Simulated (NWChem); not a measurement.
# CH5BClN (SMILES CNBCl) at 6 levels

Aim: a comparison of 6 runs (HF/3-21G, SVWN5/def2-SVP, B3LYP/6-31G*, B3LYP/def2-SVP, MP2/def2-SVP, CCSD(T)/def2-SVP) of CH5BClN. 

Program for the calculation: NWChem 7.3.0.

## (1) Starting point

CH5BClN has 9 atoms, charge 0, and is taken as a singlet. SMILES: `CNBCl`. The shape is that of a PBE0-D4/def2-TZVP optimisation. This is one conformer, not always the lowest.

Bond lengths: C1–N2 1.445 Å, N2–B3 1.381 Å, B3–Cl4 1.771 Å, C1–H5 1.094 Å, C1–H6 1.094 Å, C1–H7 1.090 Å, N2–H8 1.009 Å, B3–H9 1.192 Å. Some angles: C1–N2–B3 126.0°, N2–B3–Cl4 119.6°, C1–N2–H8 115.0°, B3–N2–H8 119.0°, N2–C1–H5 111.4°, N2–C1–H6 111.4°, N2–C1–H7 109.2°, N2–B3–H9 121.5°, Cl4–B3–H9 118.9°, H5–C1–H6 108.3°.

## (2) Energy and forces at HF/3-21G (run 1)

Contents of input.nw:

```
start input
title "CH5BClN gradient"
memory 2200 mb
charge 0
geometry noautosym nocenter noautoz
C     0.510100    0.482100   -0.973400
N    -0.407900   -0.226000   -0.111700
B    -0.261100   -0.415200    1.248200
Cl   -1.495300   -1.314500    2.144800
H     0.907000   -0.170400   -1.756500
H     0.027900    1.338900   -1.452800
H     1.346700    0.849900   -0.380000
H    -1.220500   -0.605500   -0.573900
H     0.681600    0.014200    1.838200
end
basis "ao basis" spherical bse
C library 3-21G
N library 3-21G
B library 3-21G
Cl library 3-21G
H library 3-21G
end
scf
thresh 1e-08
maxiter 80
print medium
end
task scf gradient
```

The run is started by

```sh
nwchem input.nw > input.out
```

The program printed:

```text
[...]
  functions       =    50
[...]
  wavefunction    = RHF
[...]
         Total SCF energy =   -576.626525904018
      One-electron energy =  -1070.405416830042
      Two-electron energy =    354.252148272079
 Nuclear repulsion energy =    139.526742653945
        Time for solution =      2.1s
[...]
                         RHF ENERGY GRADIENTS
    atom               coordinates                        gradient
                 x          y          z           x          y          z
   1 C       0.963949   0.911037  -1.839459   -0.016283  -0.012150   0.013443
   2 N      -0.770819  -0.427078  -0.211082    0.017140   0.009960   0.000015
   3 B      -0.493407  -0.784614   2.358756   -0.023289  -0.014236   0.003404
   4 Cl     -2.825707  -2.484045   4.053084    0.016577   0.012494  -0.014109
   5 H       1.713981  -0.322009  -3.319304    0.002551  -0.003739  -0.004890
   6 H       0.052723   2.530154  -2.745394   -0.002683   0.005241  -0.003082
   7 H       2.544894   1.606078  -0.718096    0.004468   0.001763   0.004132
   8 H      -2.306411  -1.144229  -1.084514   -0.004150  -0.002188  -0.001105
   9 H       1.288037   0.026834   3.473694    0.005670   0.002854   0.002192
[...]
```

Run time: 3.9 s. Hardware: 1 thread of Intel Xeon Platinum 8259CL at 2.50GHz (Skylake/Cascade Lake), shared host; peak memory 0.098 GiB.

## (3) Energy and forces at SVWN5/def2-SVP (run 2)

Contents of run.py:

```python
from ase import Atoms
from ase.calculators.nwchem import NWChem

mol = Atoms(['C', 'N', 'B', 'Cl', 'H', 'H', 'H', 'H', 'H'], positions=[
    [0.510100, 0.482100, -0.973400],
    [-0.407900, -0.226000, -0.111700],
    [-0.261100, -0.415200, 1.248200],
    [-1.495300, -1.314500, 2.144800],
    [0.907000, -0.170400, -1.756500],
    [0.027900, 1.338900, -1.452800],
    [1.346700, 0.849900, -0.380000],
    [-1.220500, -0.605500, -0.573900],
    [0.681600, 0.014200, 1.838200],
])

calc = NWChem(
    label='calc',
    theory='dft',
    memory='2200 mb',
    basis='def2-SVP',
    basispar='spherical bse',
    dft={'xc': 'slater vwn_5', 'mult': '1', 'grid': 'xfine', 'convergence': 'energy 1e-08', 'iterations': '100', 'mulliken': None, 'print': 'low'},
)
mol.calc = calc

forces = mol.get_forces()
print(f"energy = {mol.get_potential_energy():.6f} eV")
print("forces (eV/A):")
for s, f in zip(mol.symbols, forces):
    print(f"{s:2s} {f[0]:10.5f} {f[1]:10.5f} {f[2]:10.5f}")
```

The run is started by

```sh
export ASE_NWCHEM_COMMAND="nwchem PREFIX.nwi > PREFIX.nwo"
python run.py
```

The program printed:

```text
energy = -15732.524321 eV
forces (eV/A):
C    -0.70587   -0.53068    0.58626
N     0.84270    0.47648    0.07055
B    -0.58457   -0.33054   -0.04813
Cl    0.09924    0.07862   -0.10305
H     0.25793   -0.33337   -0.47596
H    -0.23166    0.50743   -0.30704
H     0.50039    0.22178    0.34705
H    -0.66129   -0.31913   -0.32632
H     0.48316    0.22945    0.25665
```

The calculator wrote calc.nwi:

```
title "calc"

permanent_dir calc

scratch_dir calc

start calc

geometry units angstrom nocenter noautosym noautoz
  C  5.1010000000000000e-01 4.8209999999999997e-01 -9.7340000000000004e-01
  N  -4.0789999999999998e-01 -2.2600000000000001e-01 -1.1169999999999999e-01
  B  -2.6110000000000000e-01 -4.1520000000000001e-01 1.2482000000000000e+00
  Cl -1.4953000000000001e+00 -1.3145000000000000e+00 2.1448000000000000e+00
  H  9.0700000000000003e-01 -1.7040000000000000e-01 -1.7565000000000000e+00
  H  2.7900000000000001e-02 1.3389000000000000e+00 -1.4528000000000001e+00
  H  1.3467000000000000e+00 8.4989999999999999e-01 -3.8000000000000000e-01
  H  -1.2204999999999999e+00 -6.0550000000000004e-01 -5.7389999999999997e-01
  H  6.8159999999999998e-01 1.4200000000000001e-02 1.8382000000000001e+00
end

memory 2200 mb

basis spherical bse noprint
   * library def2-SVP
end

dft
  xc slater vwn_5
  mult 1
  grid xfine
  convergence energy 1e-08
  iterations 100
  mulliken
  print low
end

task dft gradient
```

calc.nwo:

```text
Northwest Computational Chemistry Package (NWChem) 7.3.0
             --------------------------------------------------------

           Job information
           ---------------

    nwchem branch   = 7.3.0
    use scalapack   = T
    input           = calc.nwi
    prefix          = calc.
    data base       = calc/calc.db
    status          = startup
    nproc           =        1

           Memory information
           ------------------

    heap     =     72089594 doubles =      550.0 Mbytes
    stack    =     72089599 doubles =      550.0 Mbytes
    global   =    144179200 doubles =     1100.0 Mbytes (distinct from heap & stack)
    total    =    288358393 doubles =     2200.0 Mbytes
    verify   = yes
    hardfail = no

           Directory information
           ---------------------

  0 permanent = calc
  0 scratch   = calc

                                NWChem Input Module
                                -------------------

                                       calc
                                       ----

[... 27 lines left out ...]
            Nuclear Dipole moment (a.u.)
[... 75 lines left out ...]
   convergence    iter        energy       DeltaE   RMS-Dens  Diis-err    time
[... 14 lines left out ...]
         Total DFT energy =     -578.159609634587
      One electron energy =    -1073.964464050476
           Coulomb energy =      400.158675131340
    Exchange-Corr. energy =      -43.880563369396
 Nuclear repulsion energy =      139.526742653945
[... 17 lines left out ...]
     -------------------------------------------
      Total Density - Lowdin Population Analysis
     -------------------------------------------

    Atom       Charge   Shell Charges
 -----------   ------   -------------------------------------------------------
    1 C    6     6.02   1.96  0.56  0.30  1.91  1.19  0.09
    2 N    7     6.95   1.96  0.69  0.39  2.28  1.59  0.04
    3 B    5     5.37   1.96  0.54  0.28  1.52  0.81  0.26
[... 5 lines of this table left out ...]
    9 H    1     1.03   0.63  0.37  0.04

                         DFT ENERGY GRADIENTS

    atom               coordinates                        gradient
                 x          y          z           x          y          z
   1 C       0.963949   0.911037  -1.839459    0.013727   0.010320  -0.011401
   2 N      -0.770819  -0.427078  -0.211082   -0.016388  -0.009266  -0.001372
   3 B      -0.493407  -0.784614   2.358756    0.011368   0.006428   0.000936
[... 5 lines of this table left out ...]
   9 H       1.288037   0.026834   3.473694   -0.009396  -0.004462  -0.004991

 Task  times  cpu:       29.0s     wall:       29.0s
 Total times  cpu:       29.1s     wall:       29.1s
```

Wall time 31 s (1 thread of Intel Xeon Platinum 8259CL at 2.50GHz (Skylake/Cascade Lake), shared host); peak memory 0.14 GiB.

## (4) Energy and forces at B3LYP/6-31G(d) (Cartesian functions) (run 3)

Contents of ch5bcln.nw:

```
start ch5bcln
title "CH5BClN"
memory total 2200 mb
charge 0

geometry noautosym nocenter noautoz
   C      0.510100     0.482100    -0.973400
   N     -0.407900    -0.226000    -0.111700
   B     -0.261100    -0.415200     1.248200
   Cl    -1.495300    -1.314500     2.144800
   H      0.907000    -0.170400    -1.756500
   H      0.027900     1.338900    -1.452800
   H      1.346700     0.849900    -0.380000
   H     -1.220500    -0.605500    -0.573900
   H      0.681600     0.014200     1.838200
end

basis cartesian
   * library 6-31G*
end

dft
   xc b3lyp
   mult 1
   grid xfine
   convergence energy 1e-08
   maxiter 100
   mulliken
   print medium
end

task dft gradient
```

The run is started by

```sh
nwchem ch5bcln.nw > ch5bcln.out
```

The program printed:

```text
[...]
          Wavefunction type:  closed shell.
          No. of atoms     :     9
          No. of electrons :    40
[...]
          Charge           :     0
          Spin multiplicity:     1
[...]
          AO basis - number of functions:    74
[...]
              XC Information
              --------------
                         B3LYP Method XC Potential
                     Hartree-Fock (Exact) Exchange  0.200
                        Slater Exchange Functional  0.800 local
                    Becke 1988 Exchange Functional  0.720 non-local
              Lee-Yang-Parr Correlation Functional  0.810
                  VWN I RPA Correlation Functional  0.190 local
[...]
 d= 0,ls=0.0,diis     1   -580.9463226691 -7.20D+02  1.06D-02  5.56D-01     4.9
[...]
 d= 0,ls=0.0,diis    10   -580.9988732838 -3.98D-10  2.12D-07  4.76D-10    41.3
         Total DFT energy =     -580.998873283823
      One electron energy =    -1074.397910927488
           Coulomb energy =      400.458955171729
    Exchange-Corr. energy =      -46.586660182010
 Nuclear repulsion energy =      139.526742653945
[...]
      Total Density - Mulliken Population Analysis
     ---------------------------------------------
    Atom       Charge   Shell Charges
 -----------   ------   -------------------------------------------------------
    1 C    6     6.31   1.99  0.68  2.12  0.58  0.89  0.04
    2 N    7     7.47   1.99  0.77  2.56  0.77  1.37  0.01
    3 B    5     4.82   1.99  0.56  1.48  0.32  0.38  0.10
    4 Cl  17    17.20   2.00  1.99  5.97  1.45  3.65  0.56  1.62 -0.03
    5 H    1     0.84   0.53  0.31
    6 H    1     0.84   0.53  0.31
    7 H    1     0.82   0.53  0.30
    8 H    1     0.67   0.51  0.16
    9 H    1     1.01   0.52  0.49
[...]
  wavefunction    = closed shell
                         DFT ENERGY GRADIENTS
    atom               coordinates                        gradient
                 x          y          z           x          y          z
   1 C       0.963949   0.911037  -1.839459   -0.003188  -0.002450   0.003117
   2 N      -0.770819  -0.427078  -0.211082    0.000730   0.000675  -0.001288
   3 B      -0.493407  -0.784614   2.358756   -0.005835  -0.002920  -0.002342
   4 Cl     -2.825707  -2.484045   4.053084    0.005735   0.004310  -0.004823
   5 H       1.713981  -0.322009  -3.319304   -0.000942   0.001151   0.001987
   6 H       0.052723   2.530154  -2.745394    0.000839  -0.001911   0.001373
   7 H       2.544894   1.606078  -0.718096   -0.001462  -0.000693  -0.000815
   8 H      -2.306411  -1.144229  -1.084514    0.003668   0.001626   0.002538
   9 H       1.288037   0.026834   3.473694    0.000454   0.000211   0.000254
[...]
```

Run time: 53 s. Hardware: 1 thread of Intel Xeon Platinum 8259CL at 2.50GHz (Skylake/Cascade Lake), shared host; peak memory 0.14 GiB.

Runs 4 to 5 aren't shown in full; the table further down has their settings and results.

## (5) A single-point energy at CCSD(T)/def2-SVP (run 6)

Contents of ch5bcln.nw:

```
start ch5bcln
memory total 2200 mb
charge 0

geometry noautosym nocenter noautoz
  C     0.510100    0.482100   -0.973400
  N    -0.407900   -0.226000   -0.111700
  B    -0.261100   -0.415200    1.248200
  Cl   -1.495300   -1.314500    2.144800
  H     0.907000   -0.170400   -1.756500
  H     0.027900    1.338900   -1.452800
  H     1.346700    0.849900   -0.380000
  H    -1.220500   -0.605500   -0.573900
  H     0.681600    0.014200    1.838200
end

basis "ao basis" spherical bse
  * library def2-SVP
end

scf
  thresh 1e-08
  maxiter 80
  noprint "final vectors analysis"
end

ccsd
  freeze core 8
  maxiter 60
end

task ccsd(t) energy
```

The run is started by

```sh
nwchem ch5bcln.nw > ch5bcln.out
```

The program printed:

```text
[...]
  functions       =    85
[...]
  wavefunction    = RHF
[...]
         Total SCF energy =   -579.265196215933
      One-electron energy =  -1073.712792403802
      Two-electron energy =    354.920853533924
 Nuclear repulsion energy =    139.526742653945
        Time for solution =     12.8s
[...]
 Total MP2 energy:           -579.796524060213983
[...]
             energy      energy      error      ampl     ampl      Block
                                                time     time      time
[...]
 Total CCSD energy:           -579.842091310090495
[...]
 Total CCSD+T(CCSD) energy:           -579.858248807773066
[...]
 Total CCSD(T) energy:                -579.857569952639665
[...]
```

Wall time 2.2 min (1 thread of Intel Xeon Platinum 8259CL at 2.50GHz (Skylake/Cascade Lake), shared host); peak memory 0.24 GiB.

## (6) The series

```tsv
run	level	iteration cap	module	energy (Eh)	dipole moment (D)	HOMO energy (eV)	LUMO energy (eV)	wall time
1	HF/3-21G	80	scf	-576.626526	3.86	-11.03	4.41	3.9 s
2	SVWN5/def2-SVP	100	dft	-578.159610	–	–	–	31 s
3	B3LYP/6-31G* (Cartesian functions)	100	dft	-580.998873	3.10	-7.37	0.51	53 s
4	B3LYP/def2-SVP	100	dft	-580.784570	2.82	-7.37	0.44	56 s
5	MP2/def2-SVP	80	mp2	-579.796524	2.92	-10.93	4.27	36 s
6	CCSD(T)/def2-SVP	80	ccsd(t)	-579.857570	–	–	–	2.2 min
```

## (7) Outcome

```
                                          quantity          value
                               run 6: total energy  -579.85757 Eh
run 6: correlation energy (8 core orbitals frozen)     -592.4 mEh
                             run 6: (T) correction     -15.48 mEh
```

In words: Over runs 1, 3, 4, 5 the dipole moment (its size) runs from 2.82 D (B3LYP/def2-SVP) to 3.86 D (HF/3-21G). The two ends differ in method and basis. Over runs 1, 3, 4 the HOMO–LUMO gap runs from 7.81 eV (B3LYP/def2-SVP) to 15.44 eV (HF/3-21G). Totals of different functionals can't be ranked against each other. All runs together took 5.2 min, the longest 2.2 min.
